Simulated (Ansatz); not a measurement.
**ClFGeH₄Si: basis-set convergence**

An exercise on one series of results from a longer session: the logs are not shown, and one member is left open.

Method: one geometry, several basis sets; program: Ansatz 0.2.0, Gaussian basis.

The runs, in order: PBE0-D4/def2-SVP; ωB97M-V/def2-SVP; PBE0-D4/def2-QZVPP; ωB97M-V/def2-QZVPP; the functionals' def2-TZVPP values are taken from earlier runs.

## Structure used throughout

All runs share one geometry, relaxed beforehand with PBE0-D4 in a triple-zeta def2 set.

SMILES `F[SiH](Cl)[GeH3]`, 8 atoms, charge 0, spin multiplicity 1.

Atoms are counted from 1 here; the program's logs count them from 0.

Bond lengths: F1–Si2 1.596 Å, Si2–Cl3 2.047 Å, Si2–Ge4 2.376 Å, Si2–H5 1.481 Å, Ge4–H6 1.536 Å, Ge4–H7 1.534 Å, Ge4–H8 1.536 Å. Angles: F1–Si2–Cl3 107.9°, F1–Si2–Ge4 109.6°, F1–Si2–H5 107.3°, Cl3–Si2–Ge4 109.5°, Cl3–Si2–H5 107.4°, Ge4–Si2–H5 115.0°, Si2–Ge4–H6 110.2°, Si2–Ge4–H7 109.6°, Si2–Ge4–H8 108.9°, H6–Ge4–H7 109.6°, H6–Ge4–H8 109.1°, H7–Ge4–H8 109.4°.

Set-up of the first run:

Contents of in.yaml:

```yaml
crystal:
  periodic: [false, false, false]
  atoms:
    - {symbol: F, position_ang: [1.700789, -1.264156, 0.840769]}
    - {symbol: Si, position_ang: [1.135876, 0.096053, 0.225353]}
    - {symbol: Cl, position_ang: [2.061199, 0.403649, -1.574614]}
    - {symbol: Ge, position_ang: [-1.208672, -0.095690, -0.111703]}
    - {symbol: H, position_ang: [1.551528, 1.193182, 1.128771]}
    - {symbol: H, position_ang: [-1.915628, -0.372457, 1.223805]}
    - {symbol: H, position_ang: [-1.496448, -1.240315, -1.091947]}
    - {symbol: H, position_ang: [-1.736344, 1.222635, -0.696133]}
basis:
  gaussian: {orbitals: def2-SVP}
hamiltonian: {xc: pbe0, dispersion: d4}
output: {orbitals: {seedname: orbitals}}
```

The run is started by

```console
ansatz run in.yaml --threads 4 --pin off --events-out ev --progress --plain --max-ram 10444MiB
```

Steps of the session up to this table: PBE0-D4 in def2-SVP; ωB97M-V in def2-SVP; PBE0-D4 in def2-QZVPP; ωB97M-V in def2-QZVPP.

One table of the session follows, with a row left open; its other results are not shown here.

It belongs to the step «Functionals by basis». 

```
functional       basis  HOMO (eV)  LUMO (eV)
   PBE0-D4    def2-SVP      -8.28      -0.16
   PBE0-D4  def2-TZVPP      -8.34      -0.43
   PBE0-D4  def2-QZVPP          ?          ?
   ωB97M-V    def2-SVP     -10.28       1.76
   ωB97M-V  def2-TZVPP     -10.38       1.40
   ωB97M-V  def2-QZVPP     -10.40       1.16
```

Estimate the missing values for PBE0-D4, def2-QZVPP.

**Answer.** HOMO (eV): -8.35; LUMO (eV): -0.52. In the column «HOMO (eV)» it lies between ωB97M-V, def2-SVP (-10.28) and PBE0-D4, def2-TZVPP (-8.34).
